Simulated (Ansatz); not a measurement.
# LaNi2Ge2: the cost of one run

Computed with Ansatz 0.2.0 (DFT LDA, scalar-relativistic, plane waves, PAW, unless a step's input says otherwise).

### Step 1. The starting structure

The structure is tetragonal, space group I4/mmm (No. 139). Conventional cell: a = 4.186 Å, b = 4.186 Å, c = 9.904 Å, α = 90.00°, β = 90.00°, γ = 90.00°. Around La (site symmetry 4/mmm) lie 10 Ge at 3.24 to 3.64 Å and 8 Ni at 3.24 Å. Around Ni (site symmetry -4m2) lie 4 Ge at 2.40 Å. Around Ge (site symmetry 4mm) lie 4 Ni at 2.40 Å and 1 Ge at 2.61 Å.

Structure file:

```
La Ni Ge
1.0
    -2.09300    2.09300    4.95200
     2.09300   -2.09300    4.95200
     2.09300    2.09300   -4.95200
La Ni Ge
1 2 2
Direct
  0.00000 0.00000 0.00000
  0.75000 0.25000 0.50000
  0.25000 0.75000 0.50000
  0.36800 0.36800 0.00000
  0.63200 0.63200 0.00000
```

### Step 2. Relaxing cell and atoms: LaNi2Ge2, no spin

input.yaml reads:

```yaml
crystal:
  lattice:
    - [-2.093, 2.093, 4.952]
    - [2.093, -2.093, 4.952]
    - [2.093, 2.093, -4.952]
  atoms:
    - { symbol: La, position: [0.0, 0.0, 0.0] }
    - { symbol: Ni, position: [0.75, 0.25, 0.5] }
    - { symbol: Ni, position: [0.25, 0.75, 0.5] }
    - { symbol: Ge, position: [0.368, 0.368, 0.0] }
    - { symbol: Ge, position: [0.632, 0.632, 0.0] }
scf:
  occupations: { method: gaussian, width: 0.05 }
output:
  forces: true
  stress: true
  eigenvalues: true
  dos: { method: tetrahedron, nscf_kmesh: { grid: [24, 24, 24] }, de: 0.02 }
  write_density: true
  write_potential: true
  elf: true
  volumetric_format: npy
kpoints:
  mp_grid: { grid: [16, 16, 16] }
hamiltonian:
  xc: lda
relax:
  f_tol: 0.005
  max_steps: 60
  cell: { stress_tol: 0.03 }
```

Run with:

```console
> ansatz run input.yaml --threads 4 --pin off --max-ram 8192MiB --backend cpu --events-out ev --progress --plain --runs-dir out
```

**Question.** How long does this run take on 4 threads of Arm Neoverse N1, shared host, and how much memory does it need?

About 5.8 min, with a peak of 2.3 GiB.
